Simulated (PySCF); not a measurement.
# C2H6Y (Y(CH3)2+): the cost of one run

The runs use PySCF 2.14.0; PBE0, Y def2-SVP with ECP28, C def2-SVP, H def2-SVP; scalar-relativistic core potentials, no spin–orbit coupling.

1 further run of the same task is left out (for a known fault of the program).

## 1. Starting geometry

9 atoms, charge 1, spin multiplicity 1.

Bond lengths: Y1–C2 2.234 Å, Y1–H4 2.815 Å, Y1–C6 2.234 Å, Y1–H8 2.815 Å, C2–H3 1.106 Å, C2–H4 1.107 Å, C2–H5 1.107 Å, C6–H7 1.106 Å, C6–H8 1.107 Å, C6–H9 1.107 Å. Angles: C2–Y1–H4 21.6°, C2–Y1–C6 101.2°, C2–Y1–H8 85.6°, H4–Y1–C6 85.6°, H4–Y1–H8 75.2°, C6–Y1–H8 21.6°, Y1–C2–H3 113.9°, Y1–C2–H4 110.2°, Y1–C2–H5 110.9°, H3–C2–H4 107.8°, H3–C2–H5 107.4°, H4–C2–H5 106.2°, Y1–H4–C2 48.1°, Y1–C6–H7 113.9°, Y1–C6–H8 110.2°, Y1–C6–H9 110.9°, H7–C6–H8 107.8°, H7–C6–H9 107.4° and more.

As a file:

```
Y     0.0000    0.0000   -0.3691
C     1.7257   -0.0180    1.0489
H     2.6981    0.2132    0.5744
H     1.5620    0.7164    1.8605
H     1.8238   -1.0055    1.5404
C    -1.7257    0.0180    1.0489
H    -2.6981   -0.2132    0.5744
H    -1.5620   -0.7164    1.8605
H    -1.8238    1.0055    1.5404
```

Formal oxidation states: Y +3. An earlier session relaxed this geometry at PBE0, Y def2-SVP with ECP28, C def2-SVP, H def2-SVP (singlet, point group C2).

Its energy there is -117.695747 Eh.

## 2. One electron removed, multiplicity 2

run.py (the lines that set the calculation) reads:

```python
mol = gto.M(atom='''
Y      0.00000     0.00000    -0.36913
C      1.72573    -0.01798     1.04886
H      2.69807     0.21324     0.57442
H      1.56203     0.71641     1.86050
H      1.82383    -1.00555     1.54038
C     -1.72573     0.01798     1.04886
H     -2.69807    -0.21324     0.57442
H     -1.56203    -0.71641     1.86050
H     -1.82383     1.00555     1.54038''',
    basis={'Y': 'def2-SVP', 'C': 'def2-SVP', 'H': 'def2-SVP'},
    ecp={'Y': 'def2-SVP'},
    charge=2, spin=1)
mf = dft.UKS(mol, xc='PBE0')
mf.grids.atom_grid = (50, 194)
mf = mf.density_fit()  # fitting sets: Y def2-universal-JKFIT, C def2-universal-JKFIT, H def2-universal-JKFIT
mf.conv_tol = 1e-08; mf.max_cycle = 55
mf.kernel(dm0)  # dm0: the density of the relaxed state
```

Run with:

```bash
OMP_NUM_THREADS=2 python run.py
```

**Question.** How long does this run take on 2 threads of Arm Neoverse V1, shared host?

About 1.9 s.
